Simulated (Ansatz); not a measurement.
# Ti3O5: one candidate structure

Aim: relax Ti3O5 from this start, structure reported for this formula (Cmcm, No. 63), and see where it ends.

Program: Ansatz 0.2.0. Level of theory: DFT r2SCAN, scalar-relativistic, plane waves, PAW. These are calculated values, not measurements.

**1. The starting structure**

It takes space group Cmcm (No. 63, orthorhombic). The conventional cell has a = 3.747 Å, b = 9.465 Å, c = 9.715 Å, α = 90.00°, β = 90.00°, γ = 90.00°. Ti (site symmetry m) has 6 O at 1.74 to 2.03 Å as nearest neighbours. Ti (site symmetry m2m) has 6 O at 1.94 to 2.10 Å as nearest neighbours. Around O (site symmetry m) lie 4 Ti at 1.97 to 2.10 Å. O (site symmetry m) has 3 Ti at 1.74 to 1.94 Å as nearest neighbours. Around O (site symmetry m2m) lie 4 Ti at 2.03 Å.

Coordinates:

```
Ti O
1.0
     1.87350   -4.73250    0.00000
     1.87350    4.73250    0.00000
     0.00000    0.00000    9.71500
Ti O
6 10
Cartesian
  1.8735 -3.4831 0.5926
  1.8735 3.4831 5.4501
  1.8735 3.4831 9.1224
  1.8735 -3.4831 4.2649
  1.8735 -2.8868 7.2862
  1.8735 2.8868 2.4287
  1.8735 -1.8551 5.4598
  1.8735 1.8551 0.6023
  1.8735 1.8551 4.2552
  1.8735 -1.8551 9.1127
  1.8735 -4.3255 5.9844
  1.8735 4.3255 1.1269
  1.8735 4.3255 3.7306
  1.8735 -4.3255 8.5881
  1.8735 2.6218 7.2862
  1.8735 -2.6218 2.4287
```

(A quick probe on a coarse mesh, which set the mesh and smearing, is not shown.)

**3. Coarse relaxation**

File input.yaml:

```yaml
crystal:
  lattice:
    - [1.8735, -4.7325, 0.0]
    - [1.8735, 4.7325, 0.0]
    - [0.0, 0.0, 9.715]
  atoms:
    - { symbol: Ti, position: [0.868, 0.132, 0.061], spin: 0.33 }
    - { symbol: Ti, position: [0.132, 0.868, 0.561], spin: 0.33 }
    - { symbol: Ti, position: [0.132, 0.868, 0.939], spin: 0.33 }
    - { symbol: Ti, position: [0.868, 0.132, 0.439], spin: 0.33 }
    - { symbol: Ti, position: [0.805, 0.195, 0.75], spin: 0.77 }
    - { symbol: Ti, position: [0.195, 0.805, 0.25], spin: 0.77 }
    - { symbol: O, position: [0.696, 0.304, 0.562] }
    - { symbol: O, position: [0.304, 0.696, 0.062] }
    - { symbol: O, position: [0.304, 0.696, 0.438] }
    - { symbol: O, position: [0.696, 0.304, 0.938] }
    - { symbol: O, position: [0.957, 0.043, 0.616] }
    - { symbol: O, position: [0.043, 0.957, 0.116] }
    - { symbol: O, position: [0.043, 0.957, 0.384] }
    - { symbol: O, position: [0.957, 0.043, 0.884] }
    - { symbol: O, position: [0.223, 0.777, 0.75] }
    - { symbol: O, position: [0.777, 0.223, 0.25] }
basis:
  ecutwfc: 500
kpoints:
  mp_grid: { grid: [6, 6, 2] }
hamiltonian:
  xc: r2scan
scf:
  occupations: { method: gaussian, width: 0.1 }
  lower_state_search: "off"
output:
  forces: true
  stress: true
  eigenvalues: true
  populations: true
magnetization:
  spin_polarized: true
relax:
  adjacent_minimum: "off"
  f_tol: 0.04
  max_steps: 70
  cell: { stress_tol: 0.4 }
```

The run is started by

```sh
> ansatz run input.yaml --threads 1 --pin off --max-ram 3072MiB --backend cpu --events-out ev --progress --plain --runs-dir out
```

The session goes on with these runs: relaxing cell and atoms.

What does the calculation give?

The runs gave:

Formation energies count from the elements, computed with the same settings in runs not shown here.

| quantity | value |
| --- | --- |
| cell (conventional) | a = 3.757 Å, b = 9.820 Å, c = 10.007 Å, α = 90.00°, β = 90.00°, γ = 90.00° |
| space group | Cmcm (No. 63) |
| volume | 11.54 Å³/atom |
| gap on the mesh | none (metal) |
| formation energy from the elements | -3.234 eV/atom |
| largest moment | 0.52 μB |

In words: The space group stayed Cmcm, and from the first guess the volume went from 10.77 to 11.54 Å³/atom. With -3.23 eV/atom it lies under the elements, which doesn't yet make it stable against other compounds of them. Other magnetic orders or occupations could lie lower; they were not searched in full. The small moment in this metal comes from r2SCAN alone, which enlarges such moments; no other functional was run here.
